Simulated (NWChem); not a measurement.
# One shape, several levels: CH6GeS (SMILES C[S][GeH3])

Wanted: a comparison of 4 runs (HF/STO-3G, HF/3-21G, B3LYP/6-31G*) of CH6GeS. 

Program for the calculation: NWChem 7.3.0.

### Step 1. The structure to begin with

CH6GeS has 9 atoms, charge 0, and is taken as a singlet. SMILES: `C[S][GeH3]`. Geometry: relaxed at PBE0-D4/def2-TZVP.

Bond lengths: C1–S2 1.813 Å, S2–Ge3 2.212 Å, C1–H4 1.090 Å, C1–H5 1.090 Å, C1–H6 1.090 Å, Ge3–H7 1.533 Å, Ge3–H8 1.540 Å, Ge3–H9 1.540 Å. Some angles: C1–S2–Ge3 99.2°, S2–C1–H4 111.3°, S2–C1–H5 106.7°, S2–C1–H6 111.3°, S2–Ge3–H7 106.6°, S2–Ge3–H8 109.9°, S2–Ge3–H9 109.9°, H4–C1–H5 108.7°, H4–C1–H6 109.9°, H5–C1–H6 108.7°.

### Step 2. Energy and forces at HF/STO-3G (run 1)

test.nw

```
start test
memory 2200 mb
charge 0

geometry noautosym nocenter noautoz
C    -0.731400    1.034600   -0.884800
S     0.995800    0.493000   -0.775100
Ge    0.793200   -1.010500    0.834400
H    -1.388400    0.211200   -1.166300
H    -0.772000    1.796300   -1.663400
H    -1.069500    1.475300    0.053600
H     2.192100   -1.592900    1.068400
H    -0.191300   -2.112600    0.401600
H     0.260000   -0.340700    2.114300
end

basis spherical bse
* library STO-3G
end

scf
thresh 1e-08
maxiter 80
end

task scf gradient
```

Command:

```console
$ nwchem test.nw > test.out
```

Output:

```text
[...]
  functions       =    38
[...]
  wavefunction    = RHF
[...]
         Total SCF energy =  -2485.858687212860
      One-electron energy =  -4009.832970430974
      Two-electron energy =   1259.833526274160
 Nuclear repulsion energy =    264.140756943954
        Time for solution =      2.4s
[...]
                         RHF ENERGY GRADIENTS
    atom               coordinates                        gradient
                 x          y          z           x          y          z
   1 C      -1.382146   1.955111  -1.672030   -0.013647   0.001463   0.001911
   2 S       1.881789   0.931635  -1.464727    0.006610   0.005819  -0.007752
   3 Ge      1.498931  -1.909568   1.576787    0.001748   0.016797  -0.017813
   4 H      -2.623696   0.399110  -2.203987    0.001445  -0.005081  -0.001995
   5 H      -1.458868   3.394515  -3.143370    0.004457   0.002363  -0.003602
   6 H      -2.021062   2.787913   0.101289    0.003097   0.001625   0.004509
   7 H       4.142468  -3.010145   2.018983    0.036880  -0.013646   0.004399
   8 H      -0.361505  -3.992235   0.758914   -0.026198  -0.027829  -0.012219
   9 H       0.491329  -0.643830   3.995448   -0.014392   0.018489   0.032562
[...]
```

Wall time 4.2 s (1 thread of Intel Xeon Platinum 8559C (Emerald Rapids), shared host); peak memory 0.1 GiB.

### Step 3. Energy and forces at HF/3-21G (run 2)

ch6ges.nw

```
start ch6ges
title "CH6GeS gradient"
memory stack 880 mb heap 220 mb global 1100 mb

geometry units angstroms noautosym nocenter noautoz
  C    -0.731400    1.034600   -0.884800
  S     0.995800    0.493000   -0.775100
  Ge    0.793200   -1.010500    0.834400
  H    -1.388400    0.211200   -1.166300
  H    -0.772000    1.796300   -1.663400
  H    -1.069500    1.475300    0.053600
  H     2.192100   -1.592900    1.068400
  H    -0.191300   -2.112600    0.401600
  H     0.260000   -0.340700    2.114300
end

basis spherical bse
  C library 3-21G
  S library 3-21G
  Ge library 3-21G
  H library 3-21G
end

scf
  thresh 1e-08
  maxiter 80
end

task scf gradient
```

Command:

```console
$ nwchem ch6ges.nw > ch6ges.out
```

Output:

```text
[...]
  functions       =    56
[...]
  wavefunction    = RHF
[...]
         Total SCF energy =  -2502.031439693745
      One-electron energy =  -4012.173362814554
      Two-electron energy =   1246.001166176855
 Nuclear repulsion energy =    264.140756943954
        Time for solution =      2.7s
[...]
                         RHF ENERGY GRADIENTS
    atom               coordinates                        gradient
                 x          y          z           x          y          z
   1 C      -1.382146   1.955111  -1.672030    0.035719  -0.015915   0.007042
   2 S       1.881789   0.931635  -1.464727   -0.029259  -0.004902   0.012724
   3 Ge      1.498931  -1.909568   1.576787   -0.001629   0.019659  -0.019912
   4 H      -2.623696   0.399110  -2.203987   -0.004214  -0.005606  -0.002036
   5 H      -1.458868   3.394515  -3.143370    0.001213   0.005286  -0.005787
   6 H      -2.021062   2.787913   0.101289   -0.002049   0.003085   0.006378
   7 H       4.142468  -3.010145   2.018983    0.001092  -0.000428   0.000150
   8 H      -0.361505  -3.992235   0.758914   -0.000605  -0.001241   0.000093
   9 H       0.491329  -0.643830   3.995448   -0.000268   0.000061   0.001349
[...]
```

It took 4.8 s on 1 thread of Intel Xeon Platinum 8559C (Emerald Rapids), shared host; peak memory 0.1 GiB.

### Step 4. Energy and forces at B3LYP/6-31G(d) (spherical functions) (run 3)

sp.xyz

```xyz
9

C     -0.731400     1.034600    -0.884800
S      0.995800     0.493000    -0.775100
Ge     0.793200    -1.010500     0.834400
H     -1.388400     0.211200    -1.166300
H     -0.772000     1.796300    -1.663400
H     -1.069500     1.475300     0.053600
H      2.192100    -1.592900     1.068400
H     -0.191300    -2.112600     0.401600
H      0.260000    -0.340700     2.114300
```

sp.nw

```
start sp
memory stack 880 mb heap 220 mb global 1100 mb
geometry units angstroms noautosym nocenter noautoz
  load sp.xyz
end
basis spherical bse
  * library 6-31G*
end
dft
  xc b3lyp
  grid xfine
  convergence energy 1e-08
  iterations 100
  mulliken
end
task dft gradient
```

Command:

```console
$ nwchem sp.nw > sp.out
```

Output:

```text
[...]
          Wavefunction type:  closed shell.
          No. of atoms     :     9
          No. of electrons :    60
[...]
          Charge           :     0
          Spin multiplicity:     1
[...]
          AO basis - number of functions:    76
[...]
              XC Information
              --------------
                         B3LYP Method XC Potential
                     Hartree-Fock (Exact) Exchange  0.200
                        Slater Exchange Functional  0.800 local
                    Becke 1988 Exchange Functional  0.720 non-local
              Lee-Yang-Parr Correlation Functional  0.810
                  VWN I RPA Correlation Functional  0.190 local
[...]
 d= 0,ls=0.0,diis     1  -2516.6353525520 -2.78D+03  1.14D-02  2.85D-01     3.9
[...]
 d= 0,ls=0.0,diis    10  -2516.6750005022 -2.44D-10  1.11D-07  5.15D-11    31.5
         Total DFT energy =    -2516.675000502211
      One electron energy =    -4025.202641853159
           Coulomb energy =     1356.843383823424
    Exchange-Corr. energy =     -112.456499416430
 Nuclear repulsion energy =      264.140756943954
[...]
  wavefunction    = closed shell
                         DFT ENERGY GRADIENTS
    atom               coordinates                        gradient
                 x          y          z           x          y          z
   1 C      -1.382146   1.955111  -1.672030    0.006427  -0.002516   0.000820
   2 S       1.881789   0.931635  -1.464727   -0.011405  -0.001997   0.005056
   3 Ge      1.498931  -1.909568   1.576787   -0.000122   0.003591  -0.003671
   4 H      -2.623696   0.399110  -2.203987    0.002211   0.000972   0.000568
   5 H      -1.458868   3.394515  -3.143370    0.001002  -0.001623   0.001426
   6 H      -2.021062   2.787913   0.101289    0.001667  -0.001079  -0.001382
   7 H       4.142468  -3.010145   2.018983   -0.002653   0.001268  -0.000617
   8 H      -0.361505  -3.992235   0.758914    0.001867   0.002396   0.000548
   9 H       0.491329  -0.643830   3.995448    0.001007  -0.001013  -0.002749
[...]
```

Run time: 44 s. Hardware: 1 thread of Intel Xeon Platinum 8559C (Emerald Rapids), shared host; peak memory 0.15 GiB.

### Step 5. Energy and forces at B3LYP/6-31G(d) (Cartesian functions) (run 4)

sp.nw

```
start sp
memory stack 880 mb heap 220 mb global 1100 mb

geometry units au noautosym nocenter noautoz
   C  -1.38214569  1.95511065 -1.67202968
   S   1.88178927  0.93163498 -1.46472672
   Ge  1.49893076 -1.90956825  1.57678748
   H  -2.62369575  0.39911016 -2.20398758
   H  -1.45886857  3.39451504 -3.14337044
   H  -2.02106209  2.78791295  0.10128932
   H   4.14246864 -3.01014474  2.01898339
   H  -0.36150461 -3.99223541  0.75891401
   H   0.49132879 -0.64382969  3.99544795
end

basis
   * library 6-31G*
end

dft
   xc b3lyp
   grid xfine
   convergence energy 1e-08
   iterations 100
   mulliken
end

task dft gradient
```

Command:

```console
$ nwchem sp.nw > sp.out
```

Output:

```text
[...]
          Wavefunction type:  closed shell.
          No. of atoms     :     9
          No. of electrons :    60
[...]
          Charge           :     0
          Spin multiplicity:     1
[...]
          AO basis - number of functions:    81
[...]
              XC Information
              --------------
                         B3LYP Method XC Potential
                     Hartree-Fock (Exact) Exchange  0.200
                        Slater Exchange Functional  0.800 local
                    Becke 1988 Exchange Functional  0.720 non-local
              Lee-Yang-Parr Correlation Functional  0.810
                  VWN I RPA Correlation Functional  0.190 local
[...]
 d= 0,ls=0.0,diis     1  -2516.6405200794 -2.78D+03  1.14D-02  1.16D+00     4.1
[...]
 d= 0,ls=0.0,diis    10  -2516.6835521046 -4.17D-10  1.47D-07  8.01D-11    33.2
         Total DFT energy =    -2516.683552104612
      One electron energy =    -4025.103750107115
           Coulomb energy =     1356.688174248476
    Exchange-Corr. energy =     -112.408714068641
 Nuclear repulsion energy =      264.140737822668
[...]
  wavefunction    = closed shell
                         DFT ENERGY GRADIENTS
    atom               coordinates                        gradient
                 x          y          z           x          y          z
   1 C      -1.382146   1.955111  -1.672030    0.006536  -0.002528   0.000804
   2 S       1.881789   0.931635  -1.464727   -0.011469  -0.002016   0.005092
   3 Ge      1.498931  -1.909568   1.576787   -0.000125   0.003978  -0.004070
   4 H      -2.623696   0.399110  -2.203988    0.002178   0.000915   0.000576
   5 H      -1.458869   3.394515  -3.143370    0.001016  -0.001580   0.001378
   6 H      -2.021062   2.787913   0.101289    0.001649  -0.001078  -0.001318
   7 H       4.142469  -3.010145   2.018983   -0.002202   0.001077  -0.000538
   8 H      -0.361505  -3.992235   0.758914    0.001570   0.002050   0.000426
   9 H       0.491329  -0.643830   3.995448    0.000847  -0.000818  -0.002349
[...]
```

Run time: 45 s. Hardware: 1 thread of Intel Xeon Platinum 8559C (Emerald Rapids), shared host; peak memory 0.15 GiB.

### Step 6. Overview of the runs

```csv
run,level,iteration cap,module,energy (Eh),dipole moment (D),HOMO energy (eV),LUMO energy (eV),wall time
1,HF/STO-3G,80,scf,-2485.858687,1.00,-6.72,10.44,4.2 s
2,HF/3-21G,80,scf,-2502.031440,2.26,-9.65,3.32,4.8 s
3,B3LYP/6-31G* (spherical functions),100,dft,-2516.675001,1.59,-6.37,0.00,44 s
4,B3LYP/6-31G* (Cartesian functions),100,dft,-2516.683552,1.58,-6.38,-0.02,45 s
```

### Step 7. Results

```
                       quantity           value
            run 4: total energy  -2516.68355 Eh
           run 4: dipole moment          1.58 D
             run 4: HOMO energy        -6.38 eV
             run 4: LUMO energy        -0.02 eV
           run 4: HOMO–LUMO gap         6.35 eV
run 4: largest force on an atom      0.654 eV/Å
```

The dipole moment (its size) runs from 1.00 D (HF/STO-3G) to 2.26 D (HF/3-21G). The HOMO–LUMO gap runs from 6.35 eV (B3LYP/6-31G*) to 17.16 eV (HF/STO-3G). The two ends differ in method and basis. In run 1 the basis is minimal, so the values are rough. All runs together took 98 s, the longest 45 s.
